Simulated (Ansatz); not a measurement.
# B₂FH₃OSi: a ladder of functionals and wavefunction methods

The task here is to estimate one member of a computed series from the others.

Method: functionals in def2-TZVPP, the program's frozen cores in correlated methods; program: Ansatz 0.2.0, Gaussian basis.

The runs, in order: LDA (SPW92), PBE-D4, revPBE-D4, BLYP-D4, r2SCAN-D4, B97M-V, PBE0-D4, B3LYP-D4, r2SCANh-D4, r2SCAN0-D4, HSE06-D4, BHLYP-D4, CAM-B3LYP-D4, LC-ωPBE, ωB97X-V, ωB97M-V, B2PLYP, PBE-QIDH; CCSD(T)/def2-SVP; CCSD(T)/def2-TZVPP; MP2/def2-QZVPP; extrapolation to the limit; RPA on PBE.

## Structure used throughout

The geometry comes from an earlier relaxation with PBE0-D4 in a triple-zeta def2 set; it is a stationary point, not always the lowest conformer.

SMILES `FB1BO[SiH2]1`, 8 atoms, charge 0, spin multiplicity 1.

Atoms are counted from 1 here; the program's logs count them from 0.

Bond lengths: F1–B2 1.306 Å, B2–B3 1.746 Å, B2–Si5 2.041 Å, B3–O4 1.365 Å, B3–H6 1.197 Å, O4–Si5 1.721 Å, Si5–H7 1.489 Å, Si5–H8 1.489 Å. Angles: F1–B2–B3 139.6°, F1–B2–Si5 140.7°, B3–B2–Si5 79.7°, B2–B3–O4 98.8°, B2–B3–H6 140.6°, O4–B3–H6 120.6°, B3–O4–Si5 103.7°, B2–Si5–O4 77.8°, B2–Si5–H7 123.0°, B2–Si5–H8 123.0°, O4–Si5–H7 109.4°, O4–Si5–H8 109.4°, H7–Si5–H8 108.0°.

Set-up of the first run:

The input, in.yaml:

```yaml
crystal:
  periodic: [false, false, false]
  atoms:
    - {symbol: F, position_ang: [-0.634572, -0.912059, 2.235563]}
    - {symbol: B, position_ang: [-0.229184, -0.367207, 1.119906]}
    - {symbol: B, position_ang: [0.848609, 0.890922, 0.568507]}
    - {symbol: O, position_ang: [0.644439, 0.766743, -0.775904]}
    - {symbol: Si, position_ang: [-0.499608, -0.512992, -0.897421]}
    - {symbol: H, position_ang: [1.607310, 1.712252, 0.996766]}
    - {symbol: H, position_ang: [-1.722136, -0.018941, -1.588749]}
    - {symbol: H, position_ang: [0.077344, -1.615718, -1.714568]}
basis:
  gaussian: {orbitals: def2-TZVPP}
hamiltonian: {xc: lda}
output: {orbitals: {seedname: orbitals}}
```

Started as:

```
ansatz run in.yaml --threads 2 --pin off --events-out ev --progress --plain --max-ram 4352MiB
```

Among the steps run: LDA; PBE-D4 (GGA); revPBE-D4 (GGA); BLYP-D4 (GGA); r2SCAN-D4 (meta-GGA); B97M-V (meta-GGA); B3LYP-D4 (hybrid); r2SCANh-D4 (hybrid); r2SCAN0-D4 (hybrid); HSE06-D4 (hybrid); BHLYP-D4 (hybrid); CAM-B3LYP-D4 (range-separated); LC-ωPBE (range-separated); ωB97X-V (range-separated); ωB97M-V (range-separated); B2PLYP (double hybrid); PBE-QIDH (double hybrid).

One of the session's tables, all rows but one given; the rest of the session is left out.

It belongs to the step «Frontier levels by functional». 

| functional | HOMO (eV) | LUMO (eV) | gap (eV) |
| --- | --- | --- | --- |
| LDA (SPW92) | -5.97 | -3.98 | 1.99 |
| PBE-D4 | -5.85 | -3.72 | 2.14 |
| revPBE-D4 | -5.80 | -3.61 | 2.19 |
| BLYP-D4 | -5.75 | -3.52 | 2.23 |
| r2SCAN-D4 | -6.05 | -3.52 | 2.53 |
| B97M-V | -6.14 | -3.59 | 2.55 |
| PBE0-D4 | -7.05 | -2.74 | 4.31 |
| B3LYP-D4 | -6.87 | -2.92 | 3.95 |
| r2SCANh-D4 | -6.50 | -3.16 | 3.34 |
| r2SCAN0-D4 | -7.17 | -2.63 | 4.54 |
| HSE06-D4 | -6.65 | -3.13 | 3.52 |
| BHLYP-D4 | ? | ? | ? |
| CAM-B3LYP-D4 | -8.39 | -1.53 | 6.87 |
| LC-ωPBE | -9.67 | -0.33 | 9.34 |
| ωB97X-V | -9.34 | -0.43 | 8.90 |
| ωB97M-V | -9.14 | -0.63 | 8.51 |

Estimate the missing values for BHLYP-D4.

Worked estimate for «HOMO (eV)». Against the share of exact exchange, BLYP-D4 (0, -5.75), B3LYP-D4 (0.2, -6.87) give a slope of -5.60 per unit share; at 0.5 the line stands at -8.55.

The run gave: HOMO (eV): -8.19; LUMO (eV): -1.65; gap (eV): 6.54. In «HOMO (eV)» the line misses by -0.36.
